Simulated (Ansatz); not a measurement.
H5InO4, SMILES [OH][In-]([OH])([OH])[OH2+], vertical spin-state energies

Program: the Python package of Ansatz (0.2.0).

Interactive session:
```pycon
>>> import ansatz as az
>>> from ase import Atoms
>>> BASIS = "def2-SVP"
>>> XC = "hf"
>>> atoms = Atoms(["O", "In", "O", "O", "O", "H", "H", "H", "H", "H"], positions=[
...     [-1.6348, 0.3981, 1.3491],
...     [-0.1889, -0.185, 0.1466],
...     [1.2994, -0.8628, 1.2662],
...     [-0.7744, -1.6496, -1.0501],
...     [0.4616, 1.3466, -0.9995],
...     [-2.2471, 1.0216, 0.7477],
...     [2.1603, -0.7576, 0.7118],
...     [-1.0897, -2.3584, -0.4281],
...     [0.8572, 2.0061, -0.2901],
...     [1.2395, 0.99, -1.4507],
... ])
>>> system = az.Crystal.molecule_from_ase(atoms)
>>> model = system.calculation().basis(gaussian=BASIS).functional(XC)
>>> found = {}
>>> for unpaired in [0, 2]:
...     report = model.spin("collinear", total=unpaired).run().report
...     s = unpaired / 2
...     found[unpaired] = report["free_energy_ev"]
...     print(f"2S+1 = {unpaired + 1}: E = {found[unpaired]:.5f} eV, <S^2> = {abs(report['mean_field']['state']['spin_squared']):.3f} (pure state {s * (s + 1):.2f})")
...
2S+1 = 1: E = -13368.74120 eV, <S^2> = 0.000 (pure state 0.00)
2S+1 = 3: E = -13364.67606 eV, <S^2> = 2.011 (pure state 2.00)
>>> lowest = min(found, key=found.get)
>>> for unpaired, e in found.items():
...     print(f"multiplicity {unpaired + 1}: {(e - found[lowest]):.3f} eV above the lowest")
...
multiplicity 1: 0.000 eV above the lowest
multiplicity 3: 4.065 eV above the lowest
```

In order: multiplicity 1 (+0.00 eV) and multiplicity 3 (+4.07 eV), all at the one geometry.

Total energies depend on the basis set; only differences at equal settings carry meaning. The geometry is a force-field or estimated start, not a minimum of this method, and the basis set is short of its limit. All parts are taken at fixed geometry, without zero-point energy. def2 sets replace the cores of elements past krypton by effective core potentials. Hartree-Fock leaves correlation out, so it favours high-spin states too much. Spin-orbit coupling, which mixes and shifts the spin states of heavy atoms, is left out. It ran for 32 s on 1 thread of Arm Neoverse V1 (shared host), peak memory 0.36 GiB.
